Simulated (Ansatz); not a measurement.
# SiHCl3 (trichlorosilane): levels of theory compared

Aim: a comparison of 4 runs (HF/STO-3G, B3LYP/def2-SVPD, PBE/def2-SVPD, wB97X/def2-SVPD) of SiHCl3 (trichlorosilane). 

The calculation is run with Ansatz 0.2.0.

44 further runs of the same task are left out: 2 that didn't finish, 42 set aside as unsound or not needed.

### 1 The structure to begin with

SiHCl3: 5 atoms, total charge 0, spin state singlet. SMILES: `Cl[SiH](Cl)Cl`. The Si2–Cl3 distance was set to 3.653 Å, away from the relaxed value. At this shape a bond of the SMILES string is far longer than usual.

Bond lengths: Cl1–Si2 2.030 Å, Si2–Cl4 2.030 Å, Si2–H5 1.469 Å. Angles: Cl1–Si2–Cl4 109.5°, Cl1–Si2–H5 109.5°, Cl4–Si2–H5 109.4°. A long bond or contact: Si2–Cl3 3.653 Å.

### 2 The energy at HF/STO-3G (run 1)

input.yaml reads:

```yaml
basis:
  gaussian: {orbitals: STO-3G}
crystal:
  periodic: [false, false, false]
  atoms:
    - {symbol: Cl, position_ang: [1.611732, -2.128501, 1.345252]}
    - {symbol: Si, position_ang: [-0.160498, -1.569761, 0.528812]}
    - {symbol: Cl, position_ang: [0.017700, 1.933700, -0.491290]}
    - {symbol: Cl, position_ang: [-0.555218, -2.727591, -1.090818]}
    - {symbol: H, position_ang: [-1.230508, -1.736131, 1.521522]}
hamiltonian: {xc: hf}
accuracy: high
output: {orbitals: {seedname: orbitals}}
```

Command:

```
$ ansatz run input.yaml --threads 1 --pin off --max-ram 3480MiB --events-out events.jsonl --progress --plain --runs-dir runs
```

What it wrote:

```text
Warning: RAYON_NUM_THREADS=1 ignored (pool sized by the plan → 1); use --threads N
Functional definition: HF
  name "HF"
  exchange = exact_x
  correlation = 0
661 factors; integrals over basis functions are off by at most 7.5e-9 eV
mean field evaluation 1: about -44889.1235 eV, gradient 2.6e1 eV
mean field evaluation 2: about -44889.1490 eV, gradient 2.6e1 eV
mean field evaluation 4: about -44893.7996 eV, gradient 7.1e0 eV
mean field evaluation 8: about -44894.5545 eV, gradient 7.3e-3 eV
mean field -44894.55057549 eV, -1649.8443030300 hartree, gradient 5.5e-8 eV, S^2 0.000000; 0 other end points of the search recorded, 0 dependent functions left out
reference -44894.55057549 eV, -1649.8443030300 hartree; 33, 33 occupied and 4, 4 virtual orbitals, 661 factors
Total energy: -44894.55057549 eV, -1649.8443030300 hartree
```

Wall time 0.26 s (1 thread of Intel Xeon 6975P-C (Granite Rapids), shared host).

### 3 The energy at B3LYP/def2-SVPD (run 2)

input.yaml, as its differences from that of step 2:

```diff
@@ -1,3 +1 @@
-basis:
-  gaussian: {orbitals: STO-3G}
 crystal:
@@ -10,4 +8,6 @@
     - {symbol: H, position_ang: [-1.230508, -1.736131, 1.521522]}
-hamiltonian: {xc: hf}
+basis:
+  gaussian: {orbitals: def2-SVPD}
 accuracy: high
 output: {orbitals: {seedname: orbitals}}
+hamiltonian: {xc: {name: B3LYP}}
```

Command:

```
$ ansatz run input.yaml --threads 1 --pin off --max-ram 3480MiB --events-out events.jsonl --progress --plain --runs-dir runs
```

What it wrote:

```text
Warning: RAYON_NUM_THREADS=1 ignored (pool sized by the plan → 1); use --threads N
Functional definition: B3LYP
  name "B3LYP"
  parameter a0 = 0.2
  parameter ax = 0.72
  parameter ac = 0.81
  exchange = (1 - a0 - ax)*slater_x + ax*b88_x + a0*exact_x
  correlation = (1 - ac)*vwn_rpa_c + ac*lyp_c
2076 factors; integrals over basis functions are off by at most 3.7e-9 eV
mean field evaluation 1: about -45445.9738 eV, gradient 3.0e1 eV
mean field evaluation 2: about -45248.5195 eV, gradient 1.4e2 eV
mean field evaluation 4: about -45447.4631 eV, gradient 2.4e1 eV
mean field evaluation 8: about -45450.0178 eV, gradient 3.4e-1 eV
mean field evaluation 16: about -45450.0989 eV, gradient 8.2e-4 eV
mean field -45450.09891440 eV, -1670.2603279208 hartree, gradient 5.2e-8 eV, S^2 0.000000; 0 other end points of the search recorded, 0 dependent functions left out
reference -45450.09895215 eV, -1670.2603293078 hartree; 33, 33 occupied and 80, 80 virtual orbitals, 2076 factors
Total energy: -45450.09895215 eV, -1670.2603293078 hartree
```

Wall time 7.8 s (1 thread of Intel Xeon 6975P-C (Granite Rapids), shared host); peak memory 0.43 GiB.

Run 3 isn't shown in full; the table further down has it.

### 4 The energy at wB97X/def2-SVPD (run 4)

molecule.yaml reads:

```yaml
crystal:
  periodic: [false, false, false]
  atoms:
    - {symbol: Cl, position_ang: [1.611732, -2.128501, 1.345252]}
    - {symbol: Si, position_ang: [-0.160498, -1.569761, 0.528812]}
    - {symbol: Cl, position_ang: [0.017700, 1.933700, -0.491290]}
    - {symbol: Cl, position_ang: [-0.555218, -2.727591, -1.090818]}
    - {symbol: H, position_ang: [-1.230508, -1.736131, 1.521522]}
basis:
  gaussian:
    orbitals: def2-SVPD
hamiltonian:
  xc: {name: wB97X}
accuracy: high
output: {orbitals: {seedname: orbitals}}
```

Command:

```
$ ansatz run molecule.yaml --threads 1 --pin off --max-ram 3480MiB --events-out events.jsonl --progress --plain --runs-dir runs
```

What it wrote, shortened:

```text
Warning: RAYON_NUM_THREADS=1 ignored (pool sized by the plan → 1); use --threads N
Functional definition: wB97X
  name "wB97X"
[...]
      + exact_x_lr(omega)
[...]
      + integral(e_c_pw_opposite_spin*poly(b97_u_opposite, 1, cos1, cos2, cos3, cos4))
2076 factors; integrals over basis functions are off by at most 3.7e-9 eV
584 factors; integrals over basis functions are off by at most 1.6e-9 eV
[...]
mean field -45447.70423048 eV, -1670.1723249099 hartree, gradient 4.8e-8 eV, S^2 0.000000; 0 other end points of the search recorded, 0 dependent functions left out
reference -45447.70422686 eV, -1670.1723247766 hartree; 33, 33 occupied and 80, 80 virtual orbitals, 2076 factors
Total energy: -45447.70422686 eV, -1670.1723247766 hartree
```

Wall time 25 s (1 thread of Intel Xeon 6975P-C (Granite Rapids), shared host); peak memory 0.7 GiB.

### 5 All runs side by side

```
run            level   energy (Eh)  HOMO energy (eV)  LUMO energy (eV)  HOMO–LUMO gap (eV)  wall time
  1        HF/STO-3G  -1649.844303             -6.69             -1.10                5.59     0.26 s
  2  B3LYP/def2-SVPD  -1670.260329             -7.29             -5.48                1.82      7.8 s
  3    PBE/def2-SVPD  -1669.491811             -6.26             -5.84                0.41      4.8 s
  4  wB97X/def2-SVPD  -1670.172325             -9.69             -3.61                6.08       25 s
```

### 6 Outcome

| quantity | value |
| --- | --- |
| run 4: total energy | -1670.17232 Eh |
| run 4: HOMO energy | -9.69 eV |
| run 4: LUMO energy | -3.61 eV |
| run 4: HOMO–LUMO gap | 6.08 eV |

In words: The HOMO–LUMO gap runs from 0.41 eV (PBE/def2-SVPD) to 6.08 eV (wB97X/def2-SVPD). Totals of different functionals can't be ranked against each other. In run 1 the basis is minimal, so the values are rough. In runs 1, 2, 3, 4 a closed-shell determinant meets a far-stretched bond, which it describes badly. All runs together took 38 s, the longest 25 s.
